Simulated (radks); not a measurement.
**Valence configurations of Hf²⁺**

NIST gives [Xe] 4f14 5d2 as the ground configuration of Hf²⁺. Does this level of theory agree? Several fillings of the valence shells are run.

The numbers are computed with radks (a radial shooting solver on a logarithmic mesh, Libxc functionals) version 1 (scalar-relativistic Kohn-Sham, BLYP, spin-polarised, spherical densities, finite nucleus; open shells are filled with parallel spins first), except any that are marked as measured or tabulated.

## 1. The system

```
element            : hafnium (Z = 72)
charge             : +2
electrons          : 70
configuration      : [Xe] 4f14 5d2
nuclear rms radius : 5.347 fm
others tried       : 4f13.5 5d2 6p0.5; 4f13 5d2 6s1; 4f13 5d3; 4f12.5 5d2 6s1 6p0.5; 4f14 5d1 6p1; 4f12 5d4; 4f14 5d1 6s1; 4f14 5d1.5 6s0.5; 4f13 5d2 6p1
```

The outer shells:

Hf²⁺
```
[Xe] core
4f [↑↓][↑↓][↑↓][↑↓][↑↓][↑↓][↑↓]
5d [↑ ][↑ ][  ][  ][  ]
```

## 2. [Xe] 4f14 5d2

Settings of this run:

```text
Z 72
configuration [Xe] 4f14 5d2
relativity scalar-relativistic
functional b88,lyp
spin polarised
nucleus finite rms 5.347 fm
c 137.035999084
```

## 3. [Xe] 4f13.5 5d2 6p0.5

Input: that of step 2 with these lines changed.

```diff
@@ -1,3 +1,3 @@
 Z 72
-configuration [Xe] 4f14 5d2
+configuration [Xe] 4f13.5 5d2 6p0.5
 relativity scalar-relativistic
```

## 4. [Xe] 4f13 5d2 6s1

Settings of this run:

```text
Z 72
configuration [Xe] 4f13 5d2 6s1
relativity scalar-relativistic
functional b88,lyp
spin polarised
nucleus finite rms 5.347 fm
c 137.035999084
```

## 5. [Xe] 4f13 5d3

Settings of this run:

```text
Z 72
configuration [Xe] 4f13 5d3
relativity scalar-relativistic
functional b88,lyp
spin polarised
nucleus finite rms 5.347 fm
c 137.035999084
```

## 6. [Xe] 4f12.5 5d2 6s1 6p0.5

Settings of this run:

```text
Z 72
configuration [Xe] 4f12.5 5d2 6s1 6p0.5
relativity scalar-relativistic
functional b88,lyp
spin polarised
nucleus finite rms 5.347 fm
c 137.035999084
```

## 7. [Xe] 4f14 5d1 6p1

Settings of this run:

```text
Z 72
configuration [Xe] 4f14 5d1 6p1
relativity scalar-relativistic
functional b88,lyp
spin polarised
nucleus finite rms 5.347 fm
c 137.035999084
```

## 8. [Xe] 4f12 5d4

Settings of this run:

```text
Z 72
configuration [Xe] 4f12 5d4
relativity scalar-relativistic
functional b88,lyp
spin polarised
nucleus finite rms 5.347 fm
c 137.035999084
```

## 9. [Xe] 4f14 5d1 6s1

Input: that of step 8 with these lines changed.

```diff
@@ -1,3 +1,3 @@
 Z 72
-configuration [Xe] 4f12 5d4
+configuration [Xe] 4f14 5d1 6s1
 relativity scalar-relativistic
```

## 10. [Xe] 4f14 5d1.5 6s0.5

Settings of this run:

```text
Z 72
configuration [Xe] 4f14 5d1.5 6s0.5
relativity scalar-relativistic
functional b88,lyp
spin polarised
nucleus finite rms 5.347 fm
c 137.035999084
```

## 11. [Xe] 4f13 5d2 6p1

Settings of this run:

```text
Z 72
configuration [Xe] 4f13 5d2 6p1
relativity scalar-relativistic
functional b88,lyp
spin polarised
nucleus finite rms 5.347 fm
c 137.035999084
```

What does the calculation give? Wanted: for each run, valence; E − E(NIST configuration); moment; highest level; its energy; 1s shift.

The runs gave:

| valence | E − E(NIST configuration) (eV) | moment (μB) | highest level | its energy (eV) | 1s shift (eV) |
| --- | --- | --- | --- | --- | --- |
| 4f14 5d1 6s1 | -0.542 | 2 | 5d up | -18.924 | -2.69 |
| 4f14 5d1.5 6s0.5 | -0.336 | 2 | 5d up | -18.055 | -1.32 |
| 4f14 5d2 | 0.000 | 2 | 5d up | -17.201 | +0.00 |
| 4f14 5d1 6p1 | 5.442 | 2 | 6p up | -13.964 | -4.12 |
| 4f13.5 5d2 6p0.5 | 10.825 | 3 | 6p up | -13.409 | -6.23 |
| 4f13 5d3 | 17.230 | 4 | 5d up | -18.992 | -8.43 |
| 4f13 5d2 6s1 | 17.779 | 4 | 6s up | -20.004 | -11.36 |
| 4f13 5d2 6p1 | 24.103 | 4 | 6p up | -14.425 | -12.78 |
| 4f12.5 5d2 6s1 6p0.5 | 33.320 | 5 | 6p up | -14.723 | -18.22 |
| 4f12 5d4 | 40.453 | 6 | 5d up | -20.707 | -17.46 |

This level puts 4f14 5d1 6s1 lowest, 0.542 eV under the NIST configuration. The energies are those of spherical high-spin densities, not of single terms. The 1s eigenvalue shifts by up to 18.22 eV as the valence charge is rearranged.
